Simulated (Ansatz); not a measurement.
# C3H6BN: the cost of one run

All numbers below are computed with Ansatz 0.2.0 (RKS PBE0-D4/def2-SVP).

### 1 Starting point

Bond lengths: B1–N2 1.558 Å, N2–C3 1.389 Å, C3–C4 1.281 Å, C4–C5 1.416 Å, B1–H6 1.190 Å, B1–H7 1.162 Å, N2–H8 1.005 Å, C5–H9 1.049 Å, C5–H10 1.131 Å, C5–H11 1.107 Å. Angles: B1–N2–C3 120.2°, B1–N2–H8 122.6°, C3–N2–H8 117.2°, N2–B1–H6 115.9°, N2–B1–H7 120.9°, H6–B1–H7 122.8°, N2–C3–C4 175.2°, C3–C4–C5 174.1°, C4–C5–H9 110.3°, C4–C5–H10 105.6°, C4–C5–H11 108.9°, H9–C5–H10 110.3°, H9–C5–H11 112.6°, H10–C5–H11 108.9°.

Coordinates:

```xyz
11

B    -1.0112   -1.0106    2.1608
N    -1.4221   -0.5110    0.7432
C    -0.4589   -0.0292   -0.1345
C     0.5020    0.3912   -0.8694
C     1.4666    0.8722   -1.7871
H    -1.9034   -1.3512    2.8706
H     0.0871   -0.9207    2.5291
H    -2.3714   -0.5329    0.4152
H     1.5860    0.1950   -2.5789
H     2.4281    0.9608   -1.1979
H     1.1625    1.8795   -2.1305
```

### 2 Relaxing end A

Contents of input.yaml:

```yaml
crystal:
  periodic: [false, false, false]
  atoms:
    - { symbol: B, position_ang: [-1.0112, -1.0106, 2.1608] }
    - { symbol: "N", position_ang: [-1.4221, -0.511, 0.7432] }
    - { symbol: C, position_ang: [-0.4589, -0.0292, -0.1345] }
    - { symbol: C, position_ang: [0.502, 0.3912, -0.8694] }
    - { symbol: C, position_ang: [1.4666, 0.8722, -1.7871] }
    - { symbol: H, position_ang: [-1.9034, -1.3512, 2.8706] }
    - { symbol: H, position_ang: [0.0871, -0.9207, 2.5291] }
    - { symbol: H, position_ang: [-2.3714, -0.5329, 0.4152] }
    - { symbol: H, position_ang: [1.586, 0.195, -2.5789] }
    - { symbol: H, position_ang: [2.4281, 0.9608, -1.1979] }
    - { symbol: H, position_ang: [1.1625, 1.8795, -2.1305] }
basis:
  gaussian: { orbitals: def2-SVP }
hamiltonian:
  xc: pbe0
  dispersion: d4
relax:
  f_tol: 0.02
  max_steps: 50
```

Command:

```bash
$ ansatz run input.yaml --threads 2 --pin off --max-ram 3072MiB --backend cpu --events-out ev --progress --plain --runs-dir out
```

Q: Estimate wall time and peak memory on 2 threads of Arm Neoverse V1, shared host.

About 17 s, with a peak of 0.2 GiB.
